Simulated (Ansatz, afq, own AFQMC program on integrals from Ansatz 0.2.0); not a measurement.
**CH3BrSSi (singlet): AFQMC on the coupled-cluster ladder, def2-TZVP**

Aim: compute CH3BrSSi (singlet) with auxiliary-field quantum Monte Carlo on the same integrals as coupled cluster, and set the energies side by side.

Program: Ansatz 0.2.0, Gaussian basis, and an in-house AFQMC program (afq) on its integrals; all values are calculated. Level of theory: def2-TZVP, frozen cores. These are calculated values, not measurements.

The runs, in order: PBE (unrestricted); CCSD(T) on RHF; r2SCAN (unrestricted); PBE0 (unrestricted); B3LYP (unrestricted); wB97M-V (unrestricted); B2PLYP (unrestricted); Phaseless AFQMC, CISD trial on RHF; Phaseless AFQMC, single-determinant trial on RHF; UHF.

24 further runs of the same task are left out: 4 that didn't finish, 20 set aside as unsound or not needed.

## 1. What is computed

The geometry is a PBE0/def2-SVP stationary point (not a proven minimum). No spin-orbit coupling is included. The filled d shell of Br may be among the frozen orbitals whatever the setting's name suggests; the logs give the count.

7 atoms, charge 0, spin multiplicity 1.

Atoms are counted from 1 here; the program's logs count them from 0.

Bond lengths: C1–S2 1.816 Å, C1–H5 1.098 Å, C1–H6 1.098 Å, C1–H7 1.098 Å, S2–Si3 2.135 Å, Si3–Br4 2.277 Å. Angles: S2–C1–H5 107.2°, S2–C1–H6 109.4°, S2–C1–H7 110.9°, H5–C1–H6 109.5°, H5–C1–H7 110.2°, H6–C1–H7 109.6°, C1–S2–Si3 113.4°, S2–Si3–Br4 103.7°.

## 2. PBE (unrestricted)

Contents of in.yaml:

```yaml
crystal:
  periodic: [false, false, false]
  atoms:
    - {symbol: C, position_ang: [-0.215450, 0.800021, -0.481809]}
    - {symbol: S, position_ang: [0.614592, -0.693981, -1.096995]}
    - {symbol: Si, position_ang: [0.857097, -2.204727, 0.391656]}
    - {symbol: Br, position_ang: [-0.055820, -1.275308, 2.259275]}
    - {symbol: H, position_ang: [0.206417, 1.653867, -1.028575]}
    - {symbol: H, position_ang: [-1.292151, 0.729192, -0.686620]}
    - {symbol: H, position_ang: [-0.053586, 0.922936, 0.597368]}
basis:
  gaussian: {orbitals: def2-TZVP}
magnetization: {spin_polarized: true, initial_magnetization: 0}
hamiltonian: {xc: {name: PBE}}
output: {orbitals: {seedname: orbitals}}
```

The run is started by

```
$ ansatz run in.yaml --threads 1 --pin off --events-out ev --progress --plain --max-ram 5632MiB --backend cpu
```

Standard output:

```text
Functional definition: PBE
  name "PBE"
  cite "Perdew, Burke & Ernzerhof, Phys. Rev. Lett. 77, 3865 (1996) doi:10.1103/PhysRevLett.77.3865"
  parent pbe
  parameter kappa = 0.804
  parameter beta = 0.06672455060314922
  exchange = pbe_x(kappa = kappa, mu = beta*pi^2/3)
  correlation = pbe_c(beta = beta)
1201 factors; their error is unknown
mean field evaluation 1: about -89819.5972 eV, gradient 3.9e1 eV
mean field evaluation 2: about -89794.4675 eV, gradient 7.0e1 eV
mean field evaluation 4: about -89826.4143 eV, gradient 9.6e0 eV
mean field evaluation 8: about -89826.9440 eV, gradient 1.0e-1 eV
mean field evaluation 16: about -89826.9027 eV, gradient 2.3e-3 eV
mean field -89826.90267731 eV, -3301.0777865298 hartree, gradient 2.3e-5 eV, S^2 0.000000; 0 other end points of the search recorded, 0 dependent functions left out
reference -89826.90271268 eV, -3301.0777878295 hartree; 37, 37 occupied and 134, 134 virtual orbitals, 1201 factors
Total energy: -89826.90271268 eV, -3301.0777878295 hartree
```

Wall time 6.5 s (1 thread of AMD EPYC 7R13 (Zen 3), shared host); peak memory 0.73 GiB.

From the report: ⟨S²⟩ of the determinant 0.000 (pure singlet: 0.00).

## 3. CCSD(T) on RHF

Changes to in.yaml since step 2:

```diff
@@ -12,4 +12,3 @@
   gaussian: {orbitals: def2-TZVP}
-magnetization: {spin_polarized: true, initial_magnetization: 0}
-hamiltonian: {xc: {name: PBE}}
-output: {orbitals: {seedname: orbitals}}
+magnetization: {spin_polarized: false}
+correlation: {method: ccsd_t, electrons: outside_noble_gas, hamiltonian_folder: ham}
```

The run is started by

```
$ ansatz run in.yaml --threads 1 --pin off --events-out ev --progress --plain --max-ram 16896MiB --backend cuda --devices 0, --max-vram 18GiB
```

Standard output (excerpt; [...] marks lines left out):

```text
Functional definition: HF
  name "HF"
  cite "Fock, Z. Phys. 61, 126 (1930) doi:10.1007/BF01340294"
  parent pbe
[...]
1117 factors; integrals over basis functions are off by at most 1.4e-3 eV
[...]
mean field -89758.72411230 eV, -3298.5722704785 hartree, gradient 3.4e-6 eV, S^2 0.000000; 0 other end points of the search recorded, 0 dependent functions left out
25 core orbitals not correlated: weight in the atoms' cores, before any rotation towards them, 1.000 or more for the frozen orbitals, at most 0.000 for the correlated occupied ones
reference -89758.72411230 eV, -3298.5722704785 hartree; 12, 12 occupied and 134, 134 virtual orbitals, 1117 factors
second order -16.33208576 eV of doubles, -0.00000000 eV of singles
cycle   1  -17.15856619 eV  change   -8.3e-1 eV  update   1.0e-1
[...]
cycle  11  -17.70959065 eV  change   -1.3e-5 eV  update   9.0e-6
perturbative correction -0.86049317 eV, -0.0316225406 hartree
Total energy: -89777.29419612 eV, -3299.2547084717 hartree
```

Wall time 7 s (1 × NVIDIA H100 80GB HBM3 with 1 thread of AMD EPYC 7R13 (Zen 3), shared host); peak host memory 0.82 GiB.

From the report: correlation -18.5701 eV; T1 0.015; largest double amplitude 0.07.

This run also writes the integrals to the folder ham.

## 4. r2SCAN (unrestricted)

Changes to in.yaml since step 3:

```diff
@@ -12,3 +12,3 @@
   gaussian: {orbitals: def2-TZVP}
-magnetization: {spin_polarized: false}
-correlation: {method: ccsd_t, electrons: outside_noble_gas, hamiltonian_folder: ham}
+magnetization: {spin_polarized: true, initial_magnetization: 0}
+hamiltonian: {xc: {name: r2SCAN}}
```

The run is started by

```
$ ansatz run in.yaml --threads 1 --pin off --events-out ev --progress --plain --max-ram 5632MiB --backend cpu
```

Standard output:

```text
Functional definition: r2SCAN
  name "r2SCAN"
  cite "Furness, Kaplan, Ning, Perdew & Sun, J. Phys. Chem. Lett. 11, 8208 (2020) doi:10.1021/acs.jpclett.0c02405"
  cite "Furness, Kaplan, Ning, Perdew & Sun, J. Phys. Chem. Lett. 11, 9248 (2020) doi:10.1021/acs.jpclett.0c03077"
  parent r2scan
  parameter k0 = 0.174
  parameter k1 = 0.065
  parameter a1 = 4.9479
  exchange = r2scan_x(k0 = k0, k1 = k1, a1 = a1)
  correlation = r2scan_c
1201 factors; their error is unknown
mean field evaluation 1: about -89839.1984 eV, gradient 3.5e1 eV
mean field evaluation 2: about -89825.9439 eV, gradient 5.5e1 eV
mean field evaluation 4: about -89844.7852 eV, gradient 5.6e0 eV
mean field evaluation 8: about -89844.9646 eV, gradient 1.7e-1 eV
mean field evaluation 16: about -89844.9225 eV, gradient 3.9e-4 eV
mean field -89844.92254575 eV, -3301.7400044807 hartree, gradient 4.3e-5 eV, S^2 0.000000; 1 other end points of the search recorded, 0 dependent functions left out
reference -89844.92255813 eV, -3301.7400049356 hartree; 37, 37 occupied and 134, 134 virtual orbitals, 1201 factors
Total energy: -89844.92255813 eV, -3301.7400049356 hartree
```

Run time: 17 s. Hardware: 1 thread of AMD EPYC 7R13 (Zen 3), shared host; peak memory 0.73 GiB.

From the report: ⟨S²⟩ of the determinant 0.000 (pure singlet: 0.00).

## 5. PBE0 (unrestricted)

Changes to in.yaml since step 4:

```diff
@@ -13,2 +13,3 @@
 magnetization: {spin_polarized: true, initial_magnetization: 0}
-hamiltonian: {xc: {name: r2SCAN}}
+hamiltonian: {xc: {name: PBE0}}
+output: {orbitals: {seedname: orbitals}}
```

Same command.

Standard output:

```text
Functional definition: PBE0
  name "PBE0"
  cite "Adamo & Barone, J. Chem. Phys. 110, 6158 (1999) doi:10.1063/1.478522"
  cite "Perdew, Burke & Ernzerhof, Phys. Rev. Lett. 77, 3865 (1996) doi:10.1103/PhysRevLett.77.3865"
  parent pbe
  parameter a = 0.25
  parameter kappa = 0.804
  parameter beta = 0.06672455060314922
  exchange = (1 - a)*pbe_x(kappa = kappa, mu = beta*pi^2/3) + a*exact_x
  correlation = pbe_c(beta = beta)
1264 factors; their error is unknown
mean field evaluation 1: about -89826.3758 eV, gradient 2.9e1 eV
mean field evaluation 2: about -89822.2969 eV, gradient 3.8e1 eV
mean field evaluation 4: about -89830.4635 eV, gradient 2.4e0 eV
mean field evaluation 8: about -89830.9816 eV, gradient 9.0e-2 eV
mean field evaluation 16: about -89830.9816 eV, gradient 2.7e-5 eV
mean field -89830.98163501 eV, -3301.2276854603 hartree, gradient 2.7e-5 eV, S^2 0.000000; 1 other end points of the search recorded, 0 dependent functions left out
reference -89830.98166140 eV, -3301.2276864300 hartree; 37, 37 occupied and 134, 134 virtual orbitals, 1264 factors
Total energy: -89830.98166140 eV, -3301.2276864300 hartree
```

It took 11 s on 1 thread of AMD EPYC 7R13 (Zen 3), shared host; peak memory 2.2 GiB.

From the report: ⟨S²⟩ of the determinant 0.000 (pure singlet: 0.00).

## 6. B3LYP (unrestricted)

Changes to in.yaml since step 5:

```diff
@@ -13,3 +13,2 @@
 magnetization: {spin_polarized: true, initial_magnetization: 0}
-hamiltonian: {xc: {name: PBE0}}
-output: {orbitals: {seedname: orbitals}}
+hamiltonian: {xc: {name: B3LYP}}
```

Same command.

Standard output (excerpt; [...] marks lines left out):

```text
Functional definition: B3LYP
  name "B3LYP"
  cite "Stephens, Devlin, Chabalowski & Frisch, J. Phys. Chem. 98, 11623 (1994) doi:10.1021/j100096a001"
  cite "Becke, Phys. Rev. A 38, 3098 (1988) doi:10.1103/PhysRevA.38.3098"
  cite "Lee, Yang & Parr, Phys. Rev. B 37, 785 (1988) doi:10.1103/PhysRevB.37.785"
  cite "Vosko, Wilk & Nusair, Can. J. Phys. 58, 1200 (1980) doi:10.1139/p80-159"
[...]
1257 factors; their error is unknown
[...]
mean field -89849.29836690 eV, -3301.9008129418 hartree, gradient 2.1e-5 eV, S^2 0.000000; 0 other end points of the search recorded, 0 dependent functions left out
reference -89849.29861002 eV, -3301.9008218762 hartree; 37, 37 occupied and 134, 134 virtual orbitals, 1257 factors
Total energy: -89849.29861002 eV, -3301.9008218762 hartree
```

Wall time 10 s (1 thread of AMD EPYC 7R13 (Zen 3), shared host); peak memory 2.2 GiB.

From the report: ⟨S²⟩ of the determinant 0.000 (pure singlet: 0.00).

## 7. wB97M-V (unrestricted)

Changes to in.yaml since step 6:

```diff
@@ -13,2 +13,3 @@
 magnetization: {spin_polarized: true, initial_magnetization: 0}
-hamiltonian: {xc: {name: B3LYP}}
+hamiltonian: {xc: {name: wB97M-V}}
+output: {orbitals: {seedname: orbitals}}
```

Same command.

Standard output (excerpt; [...] marks lines left out):

```text
Functional definition: wB97M-V
  name "wB97M-V"
  cite "Mardirossian & Head-Gordon, J. Chem. Phys. 144, 214110 (2016) doi:10.1063/1.4952647"
  cite "Becke, J. Chem. Phys. 107, 8554 (1997) doi:10.1063/1.475007"
  cite "Vydrov & Van Voorhis, J. Chem. Phys. 133, 244103 (2010) doi:10.1063/1.3521275"
  # Of w^i u^j: cxij and so on, Table III.
[...]
  gx(w, u) = 1 - cx + cx01*u + cx10*w
  gss(w, u) = css00 + css04*u^4 + css10*w + css20*w^2 + css43*w^4*u^3
  gos(w, u) = cos00 + cos10*w + (cos20 + cos21*u)*w^2 + (cos60 + cos61*u)*w^6
[...]
      + integral(e_c_pw_mod_opposite_spin*gos(b97_w_opposite, b97_u_opposite)) + vv10(b, c)
1236 factors; their error is unknown
250 factors; integrals over basis functions are off by at most 3.3e-5 eV
[...]
mean field -89841.92618550 eV, -3301.6298902723 hartree, gradient 4.6e-5 eV, S^2 0.000000; 0 other end points of the search recorded, 0 dependent functions left out
reference -89841.92622725 eV, -3301.6298918065 hartree; 37, 37 occupied and 134, 134 virtual orbitals, 1236 factors
Total energy: -89841.92622725 eV, -3301.6298918065 hartree
```

It took 29 s on 1 thread of AMD EPYC 7R13 (Zen 3), shared host; peak memory 2.2 GiB.

From the report: ⟨S²⟩ of the determinant 0.000 (pure singlet: 0.00).

## 8. B2PLYP (unrestricted)

Changes to in.yaml since step 7:

```diff
@@ -13,3 +13,3 @@
 magnetization: {spin_polarized: true, initial_magnetization: 0}
-hamiltonian: {xc: {name: wB97M-V}}
-output: {orbitals: {seedname: orbitals}}
+hamiltonian: {xc: {name: B2PLYP}}
+correlation: {electrons: outside_noble_gas}
```

Same command.

Standard output (excerpt; [...] marks lines left out):

```text
Functional definition: B2PLYP
  name "B2PLYP"
  cite "Grimme, J. Chem. Phys. 124, 034108 (2006) doi:10.1063/1.2148954"
  cite "Becke, Phys. Rev. A 38, 3098 (1988) doi:10.1103/PhysRevA.38.3098"
  cite "Lee, Yang & Parr, Phys. Rev. B 37, 785 (1988) doi:10.1103/PhysRevB.37.785"
[...]
1117 factors; integrals over basis functions are off by at most 1.4e-3 eV
[...]
mean field -89822.77268071 eV, -3300.9260119542 hartree, gradient 5.0e-6 eV, S^2 0.000000; 2 other end points of the search recorded, 0 dependent functions left out
25 core orbitals not correlated: weight in the atoms' cores, before any rotation towards them, 1.000 or more for the frozen orbitals, at most 0.000 for the correlated occupied ones
reference -89822.77283504 eV, -3300.9260176255 hartree; 12, 12 occupied and 134, 134 virtual orbitals, 1117 factors
second order -20.24289074 eV of doubles, -0.00000000 eV of singles
Total energy: -89828.23841554 eV, -3301.1268740042 hartree
```

Wall time 25 s (1 thread of AMD EPYC 7R13 (Zen 3), shared host); peak memory 2.2 GiB.

From the report: ⟨S²⟩ of the determinant 0.000 (pure singlet: 0.00).

## 9. Phaseless AFQMC, CISD trial on RHF

It reads the integrals that the CCSD(T) run on this determinant wrote.

The run is started by

```
$ afq ham --method phaseless --trial cisd --walkers 900 --populations 20 --least-time 60 --time-step 0.005 --steps-per-block 50 --equilibration-blocks 28 --max-blocks 4000 --target-error 0.0003 --factor-cut 1e-05 --seed 7363 --release-times 0.2,0.4,0.6 --release-step 0.02 --release-every 5 --taylor-order 6
```

Standard output:

```text
orbitals 146  electrons 12 12  factors 1057 of 1117
reference energy -3298.57227048 Eh
CCSD correlation -0.65081600 Eh in 13 cycles, weight of the determinant in the CISD state 0.7545
energy of the start -3299.223083 Eh
 block  time / (1/Eh)  mean weight  energy / Eh
     1     0.250  0.9998  -3299.196354
     2     0.500  0.9999  -3299.207670
     3     0.750  0.9994  -3299.219085
     4     1.000  0.9996  -3299.230298
     5     1.250  1.0000  -3299.236993
     6     1.500  1.0009  -3299.243698
     7     1.750  0.9988  -3299.244496
     8     2.000  0.9994  -3299.247277
     9     2.250  1.0000  -3299.244721
    10     2.500  1.0001  -3299.248260
    11     2.750  0.9993  -3299.250210
    16     4.000  1.0008  -3299.251989
    21     5.250  0.9999  -3299.253903
    26     6.500  0.9993  -3299.261125
    31     7.750  1.0001  -3299.258653
    36     9.000  0.9999  -3299.255366
    41    10.250  0.9993  -3299.257689
    46    11.500  1.0013  -3299.258560
    51    12.750  1.0000  -3299.260752
    56    14.000  0.9994  -3299.257948
    61    15.250  0.9991  -3299.249851
    66    16.500  1.0002  -3299.253490
    71    17.750  1.0000  -3299.254902
    76    19.000  0.9996  -3299.260250
    81    20.250  0.9996  -3299.259649
    86    21.500  0.9991  -3299.253289
    91    22.750  0.9997  -3299.252777
    96    24.000  1.0010  -3299.259280
   101    25.250  0.9989  -3299.253849
   106    26.500  1.0001  -3299.256244
   111    27.750  1.0006  -3299.258465
   116    29.000  1.0004  -3299.257387
   121    30.250  1.0008  -3299.254160
   126    31.500  0.9999  -3299.259564
   131    32.750  1.0007  -3299.259596
   136    34.000  0.9998  -3299.257156
   141    35.250  0.9993  -3299.260664
   146    36.500  0.9996  -3299.254897
   151    37.750  0.9994  -3299.260360
   156    39.000  0.9998  -3299.254564
   161    40.250  0.9993  -3299.255272
   166    41.500  0.9997  -3299.261905
   171    42.750  0.9993  -3299.262509
   176    44.000  0.9997  -3299.261273
   181    45.250  0.9994  -3299.257375
   186    46.500  0.9992  -3299.252216
   191    47.750  0.9998  -3299.260817
   196    49.000  0.9999  -3299.262094
   201    50.250  0.9997  -3299.250778
   206    51.500  0.9997  -3299.257169
   211    52.750  0.9989  -3299.258168
error from the spread of 20 populations
released: time / (1/Eh)  energy / Eh  error  mean overlap
  0.20  -3299.258313  0.000359  0.9956
  0.40  -3299.257915  0.000572  0.9980
  0.60  -3299.257979  0.000789  1.0010
energy -3299.257647 +/- 0.000393 Eh
```

It took 5.8 min on 1 × NVIDIA H100 80GB HBM3 with 2 threads of AMD EPYC 7R13 (Zen 3), shared host; peak host memory 2.2 GiB.

Energy -89777.3742 ± 0.0107 eV. Caveats: constraint bias not in the error.

## 10. Phaseless AFQMC, single-determinant trial on RHF

It reads the integrals that the CCSD(T) run on this determinant wrote.

The run is started by

```
$ afq ham --method phaseless --trial hf --walkers 900 --populations 10 --least-time 40 --time-step 0.005 --steps-per-block 20 --equilibration-blocks 112 --max-blocks 4000 --target-error 0.0014999999999999998 --factor-cut 1e-05 --seed 7543 --taylor-order 6
```

Standard output:

```text
orbitals 146  electrons 12 12  factors 1057 of 1117
reference energy -3298.57227048 Eh
CCSD correlation -0.65081600 Eh in 13 cycles, weight of the determinant in the CISD state 0.7545
energy of the start -3298.572270 Eh
 block  time / (1/Eh)  mean weight  energy / Eh
     1     0.100  1.0026  -3298.722746
     2     0.200  1.0038  -3298.831286
     3     0.300  1.0046  -3298.913026
     4     0.400  1.0038  -3298.973065
     5     0.500  1.0041  -3299.024937
     6     0.600  1.0021  -3299.064730
     7     0.700  1.0021  -3299.096105
     8     0.800  1.0016  -3299.123486
     9     0.900  1.0020  -3299.139834
    10     1.000  1.0024  -3299.149696
    18     1.800  0.9997  -3299.211538
    35     3.500  1.0000  -3299.245370
    52     5.200  0.9997  -3299.255613
    69     6.900  1.0006  -3299.256046
    86     8.600  1.0016  -3299.253694
   103    10.300  1.0014  -3299.270735
   120    12.000  1.0010  -3299.260901
   137    13.700  0.9998  -3299.249603
   154    15.400  1.0004  -3299.265539
   171    17.100  1.0006  -3299.257624
   188    18.800  1.0004  -3299.267874
   205    20.500  1.0001  -3299.254504
   222    22.200  1.0013  -3299.266388
   239    23.900  1.0019  -3299.270688
   256    25.600  1.0010  -3299.267472
   273    27.300  0.9994  -3299.265076
   290    29.000  1.0006  -3299.256570
   307    30.700  0.9992  -3299.254851
   324    32.400  1.0010  -3299.250978
   341    34.100  0.9998  -3299.255744
   358    35.800  1.0007  -3299.261510
   375    37.500  1.0001  -3299.279687
   392    39.200  1.0008  -3299.263829
   409    40.900  1.0007  -3299.257028
   426    42.600  1.0007  -3299.254027
   443    44.300  1.0005  -3299.253553
   460    46.000  0.9998  -3299.259972
   477    47.700  0.9988  -3299.270173
   494    49.400  0.9988  -3299.279847
   511    51.100  1.0009  -3299.259381
   528    52.800  0.9992  -3299.270869
   545    54.500  1.0013  -3299.255790
   562    56.200  1.0002  -3299.263693
   579    57.900  1.0005  -3299.262746
   596    59.600  0.9998  -3299.275297
   613    61.300  0.9983  -3299.262003
   630    63.000  1.0002  -3299.240870
   647    64.700  1.0010  -3299.258056
   664    66.400  1.0005  -3299.249741
   681    68.100  0.9996  -3299.244871
   698    69.800  0.9998  -3299.261419
error from the spread of 10 populations
energy -3299.262761 +/- 0.001450 Eh
```

It took 2.1 min on 1 × NVIDIA H100 80GB HBM3 with 2 threads of AMD EPYC 7R13 (Zen 3), shared host; peak host memory 2.2 GiB.

Energy -89777.5133 ± 0.0395 eV. Caveats: constraint bias not in the error.

## 11. UHF

Changes to in.yaml since step 8:

```diff
@@ -13,3 +13,3 @@
 magnetization: {spin_polarized: true, initial_magnetization: 0}
-hamiltonian: {xc: {name: B2PLYP}}
-correlation: {electrons: outside_noble_gas}
+hamiltonian: {xc: hf}
+output: {orbitals: {seedname: orbitals}}
```

The run is started by

```
$ ansatz run in.yaml --threads 1 --pin off --events-out ev --progress --plain --max-ram 16896MiB --backend cuda --devices 0, --max-vram 18GiB
```

Standard output:

```text
Functional definition: HF
  name "HF"
  cite "Fock, Z. Phys. 61, 126 (1930) doi:10.1007/BF01340294"
  parent pbe
  exchange = exact_x
  correlation = 0
1450 factors; their error is unknown
mean field evaluation 1: about -89754.9508 eV, gradient 1.5e1 eV
mean field evaluation 2: about -89756.2949 eV, gradient 7.5e0 eV
mean field evaluation 4: about -89756.6603 eV, gradient 4.6e-1 eV
mean field evaluation 8: about -89758.7209 eV, gradient 1.1e0 eV
mean field evaluation 16: about -89757.0199 eV, gradient 1.5e1 eV
mean field evaluation 32: about -89758.7184 eV, gradient 8.7e-2 eV
mean field -89758.72258988 eV, -3298.5722145306 hartree, gradient 2.4e-6 eV, S^2 0.000000; 0 other end points of the search recorded, 0 dependent functions left out
reference -89758.72258988 eV, -3298.5722145306 hartree; 37, 37 occupied and 134, 134 virtual orbitals, 1450 factors
Total energy: -89758.72258988 eV, -3298.5722145306 hartree
```

Run time: 7 s. Hardware: 1 × NVIDIA H100 80GB HBM3 with 1 thread of AMD EPYC 7R13 (Zen 3), shared host; peak host memory 2.2 GiB.

From the report: ⟨S²⟩ of the determinant 0.000 (pure singlet: 0.00).

## 12. AFQMC on the ladder

On the RHF determinant, counted from CCSD(T) (a yardstick, not exact):

```
                                                             level  energy (eV)  from CCSD(T) (kJ/mol)  statistical error (kJ/mol)     time
                                                                HF  -89758.7241                +1791.7                                     
                                                               MP2  -89775.0562                 +215.9                                     
                                                              CCSD  -89776.4337                  +83.0                                     
                                                           CCSD(T)  -89777.2942                    0.0                                     
              Phaseless AFQMC, CISD trial, step 0.005, 900 walkers  -89777.3742                   -7.7                         1.0  5.8 min
Phaseless AFQMC, single-determinant trial, step 0.005, 900 walkers  -89777.5133                  -21.1                         3.8  2.1 min
```

The functionals' totals stand on their own zeros and serve differences with other points: PBE -89826.903 eV; r2SCAN -89844.923 eV; PBE0 -89830.982 eV; B3LYP -89849.299 eV; wB97M-V -89841.926 eV; B2PLYP -89828.238 eV.

## 13. Summary of results

| quantity | value |
| --- | --- |
| Phaseless AFQMC, CISD trial on RHF from CCSD(T) | -7.7 ± 1.0 kJ/mol |
| Phaseless AFQMC, single-determinant trial on RHF from CCSD(T) | -21.1 ± 3.8 kJ/mol |

What this shows: On RHF the phaseless walk with the CISD trial lies -7.7 kJ/mol from CCSD(T), 7 times its error bar. Error bars are statistical and leave out the constraint, the time step and what remains of the start.
